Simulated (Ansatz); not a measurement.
**HfS+ (doublet): wave-function methods side by side, def2-QZVPP**

The task here is to estimate one member of a computed series from the others.

Method: def2-QZVPP, core rule «outside noble gas», up to 9 orbitals frozen; program: Ansatz 0.2.0, Gaussian basis.

The runs, in order: UHF; ROHF; CCSD(T) on UHF.

2 further runs of the same task are left out: 2 set aside as unsound or not needed.

## What is computed

The geometry is a PBE0/def2-TZVP stationary point (not a proven minimum) of the parent state, kept for this charge and spin. No spin-orbit coupling is included. Elements past krypton take def2 core potentials.

2 atoms, charge 1, spin multiplicity 2.

Atoms are counted from 1 here; the program's logs count them from 0.

Bond lengths: Hf1–S2 2.164 Å.

The first run:

Contents of in.yaml:

```yaml
crystal:
  periodic: [false, false, false]
  atoms:
    - {symbol: Hf, position_ang: [0.000000, 0.000000, 0.000000]}
    - {symbol: S, position_ang: [0.000000, 0.000000, 2.163711]}
basis:
  gaussian: {orbitals: "def2-QZVPP.json"}
total_charge: 1
magnetization: {spin_polarized: true, initial_magnetization: 1}
hamiltonian: {xc: hf}
output: {orbitals: {seedname: orbitals}}
```

Launch:

```bash
ansatz run in.yaml --threads 1 --pin off --events-out ev --progress --plain --max-ram 4096MiB --backend cpu
```

Among the steps run: UHF; ROHF; CCSD(T) on UHF.

One table of the session follows, with a row left open; its other results are not shown here.

| method | from UCCSD(T) (kJ/mol) |
| --- | --- |
| ROHF | +760.3 |
| UHF | ? |
| UMP2 | +69.2 |
| UCCSD | +59.4 |
| UCCSD(T) | 0 |

Estimate the missing values for UHF.

The run gave: from UCCSD(T) (kJ/mol): +755.5. In the column «from UCCSD(T) (kJ/mol)» it lies between UMP2 (+69.2) and ROHF (+760.3).
